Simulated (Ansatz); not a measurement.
# ZnCu: the cost of one run

Computed with Ansatz 0.2.0 (DFT PBEsol, scalar-relativistic, plane waves, PAW, unless a step's input says otherwise).

**1. The system as given**

Symmetry: Pm-3m, No. 221, cubic system. The conventional cell has a = 2.945 Å, b = 2.945 Å, c = 2.945 Å, α = 90.00°, β = 90.00°, γ = 90.00°. Zn (site symmetry m-3m) has 8 Cu at 2.55 Å in its first shell of neighbours. Around Cu (site symmetry m-3m) lie 8 Zn at 2.55 Å.

As a file:

```cif
data_structure
_symmetry_space_group_name_H-M 'Pm-3m'
_symmetry_Int_Tables_number 221
_cell_length_a 2.9450
_cell_length_b 2.9450
_cell_length_c 2.9450
_cell_angle_alpha 90.000
_cell_angle_beta 90.000
_cell_angle_gamma 90.000
_cell_volume 25.54
loop_
_atom_site_label
_atom_site_type_symbol
_atom_site_symmetry_multiplicity
_atom_site_Wyckoff_symbol
_atom_site_fract_x
_atom_site_fract_y
_atom_site_fract_z
_atom_site_occupancy
Zn1 Zn 1 b 0.50000 0.50000 0.50000 1
Cu1 Cu 1 a 0.00000 0.00000 0.00000 1
```

The cell is taken as given, not relaxed at this level.

**2. Zero of energy**

Reference values: F = -9869.8707 eV; pressure -4.69 GPa; largest force 0.000 eV/Å; gap on the mesh none (metal). It was computed beforehand with the settings of the runs below.

**3. Setting up energy and stress against strain**

The cell is strained by ε times the Voigt pattern (1, -1, 0, 0, 0, 0) (xx, yy, zz, yz, xz, xy; engineering shear), with fractional coordinates fixed (clamped ions). The stress on the pattern is the sum of the stress components weighted by it, tension positive.

**4. ε = -0.0400**

File input.yaml:

```yaml
crystal:
  lattice:
    - [2.8272, 0.0, 0.0]
    - [0.0, 3.0628, 0.0]
    - [0.0, 0.0, 2.945]
  atoms:
    - { symbol: Zn, position: [0.5, 0.5, 0.5] }
    - { symbol: Cu, position: [0.0, 0.0, 0.0] }
basis:
  ecutwfc: 420
kpoints:
  mp_grid: { grid: [16, 16, 16] }
hamiltonian:
  xc: pbesol
scf:
  occupations: { method: gaussian, width: 0.15 }
output:
  forces: true
  stress: true
  eigenvalues: true
```

Started as:

```
$ ansatz run input.yaml --threads 1 --pin off --max-ram 2560MiB --backend cpu --events-out ev --progress --plain --runs-dir out
```

What time and memory should one allow on 1 thread of Arm Neoverse V1, shared host?

About 19 s, with a peak of 0.57 GiB.
